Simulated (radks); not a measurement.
# Exchange and kinetic functionals tested on atomic densities: Ga²⁺, Kr¹³⁺, K⁴⁺, Hg²⁺, C²⁺, Cl²⁺

The task here is to estimate one member of a computed series from the others.

The numbers are computed with radks (a radial shooting solver on a logarithmic mesh, Libxc functionals) version 1 (non-relativistic Kohn-Sham, exchange-only PBE, spin-polarised, spherical densities, point nucleus; open shells are filled with parallel spins first), except any that are marked as measured or tabulated.

## The system

```
species : Ga²⁺ ([Ar] 3d10 4s1), Kr¹³⁺ ([Ar] 3d5), K⁴⁺ ([Ne] 3s2 3p3), Hg²⁺ ([Xe] 4f14 5d10), C²⁺ ([He] 2s2), Cl²⁺ ([Ne] 3s2 3p3)
```

The first run:

The run's settings:

```text
Z 31
configuration [Ar] 3d10 4s1
relativity non-relativistic
functional pbe,
spin polarised
nucleus point
```

Steps of the session up to this table: Ga²⁺, [Ar] 3d10 4s1.

One of the session's tables, all rows but one given; the rest of the session is left out.

From the orbitals of this run (lengths in bohr):

| level | <r> | outermost maximum (interpolated) | 90 % within | nodes |
| --- | --- | --- | --- | --- |
| 3s up | 0.6630 | 0.573 | 0.993 | 2 |
| 3s down | 0.6625 | 0.573 | 0.992 | 2 |
| 3p up | 0.6844 | 0.571 | 1.06 | 1 |
| 3p down | ? | ? | ? | ? |
| 3d up | 0.8014 | 0.532 | 1.38 | 0 |
| 3d down | 0.7922 | 0.531 | 1.36 | 0 |
| 4s up | 2.122 | 1.82 | 3.14 | 3 |
| 4s down | 2.117 | 1.81 | 3.14 | 3 |

**Question.** Estimate the row for 3p down.

**Answer.** <r>: 0.6833; outermost maximum (interpolated): 0.571; 90 % within: 1.05; nodes: 1. In the column «<r>» it lies between 3s up (0.6630) and 3p up (0.6844).
